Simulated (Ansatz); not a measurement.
# CH₆GaN: one species, many methods

How much do the methods differ for CH₆GaN? The plan is to run it at one geometry with functionals of several rungs and with coupled cluster. The yardstick is the atomisation energy at the CCSD(T) limit.

Computed with Ansatz 0.2.0, Gaussian basis. Level: functionals in def2-TZVPP, the program's frozen cores in correlated methods.

Plan: LDA (SPW92), PBE-D4, revPBE-D4, BLYP-D4, r2SCAN-D4, B97M-V, PBE0-D4, B3LYP-D4, r2SCANh-D4, r2SCAN0-D4, HSE06-D4, BHLYP-D4, CAM-B3LYP-D4, LC-ωPBE, ωB97X-V, ωB97M-V, B2PLYP, PBE-QIDH; CCSD(T)/def2-SVP; CCSD(T)/def2-TZVPP; MP2/def2-QZVPP; extrapolation to the limit; RPA on PBE.

**1. The relaxed structure**

An earlier PBE0-D4 in a triple-zeta def2 set relaxation fixed the geometry.

9 atoms, charge 0, spin multiplicity 1.

Atoms are counted from 1 here; the program's logs count them from 0.

Bond lengths: C1–Ga2 1.962 Å, C1–H4 1.093 Å, C1–H5 1.093 Å, C1–H6 1.091 Å, Ga2–N3 1.819 Å, Ga2–H7 1.566 Å, N3–H8 1.006 Å, N3–H9 1.006 Å. Angles: Ga2–C1–H4 110.5°, Ga2–C1–H5 110.5°, Ga2–C1–H6 111.7°, H4–C1–H5 107.2°, H4–C1–H6 108.5°, H5–C1–H6 108.5°, C1–Ga2–N3 118.1°, C1–Ga2–H7 126.4°, N3–Ga2–H7 115.5°, Ga2–N3–H8 124.0°, Ga2–N3–H9 124.3°, H8–N3–H9 111.7°.

Coordinates:

```mol
CH6GaN
  3D, bonds by distance, orders not assigned

  9  8  0  0  0  0  0  0  0  0999 V2000
   -0.2791    0.9447   -1.1248 C   0  0
    0.5134   -0.5319   -0.1044 Ga  0  0
   -0.0682   -0.8076    1.5968 N   0  0
   -0.7560    0.5683   -2.0331 H   0  0
    0.4934    1.6522   -1.4356 H   0  0
   -1.0263    1.4835   -0.5401 H   0  0
    1.6179   -1.5213   -0.6087 H   0  0
    0.2765   -1.5366    2.1977 H   0  0
   -0.7716   -0.2513    2.0522 H   0  0
  1  2  8  0
  2  3  8  0
  1  4  8  0
  1  5  8  0
  1  6  8  0
  2  7  8  0
  3  8  8  0
  3  9  8  0
M  END
```

**2. LDA**

This LDA is Slater exchange with PW92 correlation.

in.yaml

```yaml
crystal:
  periodic: [false, false, false]
  atoms:
    - {symbol: C, position_ang: [-0.279100, 0.944668, -1.124790]}
    - {symbol: Ga, position_ang: [0.513388, -0.531858, -0.104388]}
    - {symbol: N, position_ang: [-0.068180, -0.807640, 1.596756]}
    - {symbol: H, position_ang: [-0.755984, 0.568332, -2.033077]}
    - {symbol: H, position_ang: [0.493364, 1.652233, -1.435637]}
    - {symbol: H, position_ang: [-1.026297, 1.483452, -0.540124]}
    - {symbol: H, position_ang: [1.617887, -1.521304, -0.608688]}
    - {symbol: H, position_ang: [0.276534, -1.536607, 2.197701]}
    - {symbol: H, position_ang: [-0.771612, -0.251286, 2.052236]}
basis:
  gaussian: {orbitals: def2-TZVPP}
hamiltonian: {xc: lda}
output: {orbitals: {seedname: orbitals}}
```

After this run come: PBE-D4 (GGA); revPBE-D4 (GGA); BLYP-D4 (GGA); r2SCAN-D4 (meta-GGA); B97M-V (meta-GGA); PBE0-D4 (hybrid); B3LYP-D4 (hybrid); r2SCANh-D4 (hybrid); r2SCAN0-D4 (hybrid); HSE06-D4 (hybrid); BHLYP-D4 (hybrid); CAM-B3LYP-D4 (range-separated); LC-ωPBE-D4 (range-separated); ωB97X-V (range-separated); ωB97M-V (range-separated); B2PLYP (double hybrid); PBE-QIDH (double hybrid); CCSD(T) in def2-SVP; CCSD(T) in def2-TZVPP; MP2 in def2-QZVPP; RPA on PBE orbitals.

**Question.** What will the summary of the whole plan be? Wanted: atomisation energy, CCSD(T)/CBS; farthest beyond LDA; mean size of error, GGA; mean size of error, meta-GGA; mean size of error, hybrid; mean size of error, range-separated; mean size of error, double hybrid; gap, smallest and largest; T1 diagnostic.

As calculated:

| quantity | value |
| --- | --- |
| atomisation energy, CCSD(T)/CBS | 2936.1 kJ/mol |
| functionals within 29.4 kJ/mol (1.0 %) | PBE-D4, r2SCAN-D4, B97M-V, PBE0-D4, B3LYP-D4, HSE06-D4, CAM-B3LYP-D4, LC-ωPBE, ωB97X-V, ωB97M-V |
| farthest beyond LDA | BHLYP-D4 (-86.6 kJ/mol) |
| mean size of error, GGA | 32.9 kJ/mol |
| mean size of error, meta-GGA | 15.1 kJ/mol |
| mean size of error, hybrid | 40.5 kJ/mol |
| mean size of error, range-separated | 8.5 kJ/mol |
| mean size of error, double hybrid | 39.6 kJ/mol |
| gap, smallest and largest | 4.74 eV (BLYP-D4), 11.84 eV (LC-ωPBE) |
| T1 diagnostic | 0.0129 |
| triples share of the correlation energy | 3.7 % |

**Reading.** The LDA atomisation energy is off by 370.5 kJ/mol (13 %): it overbinds. PBE-D4 misses by +10.4 kJ/mol. Double hybrids carry the basis error of their MP2 part in triple zeta, and no dispersion term here, so their miss is partly the set-up's. The rungs range-separated, meta-GGA miss on average by less than the doubt on the reference (29.4 kJ/mol), so they tie. Misses under about 29.4 kJ/mol are within the doubt on the reference itself, which lacks core-valence correlation, relativity and higher excitations, and its outer-core shells are covered unevenly. Hartree-Fock recovers 71 % of the binding; the rest is correlation. CCSD(T) in def2-SVP is off by -181.2 kJ/mol, which most functionals beat. The gap grows from 4.7 to 11.8 eV across the functionals, mostly with the share of exact exchange. Correlated methods include outer-core shells of Ga, which these sets cover unevenly.
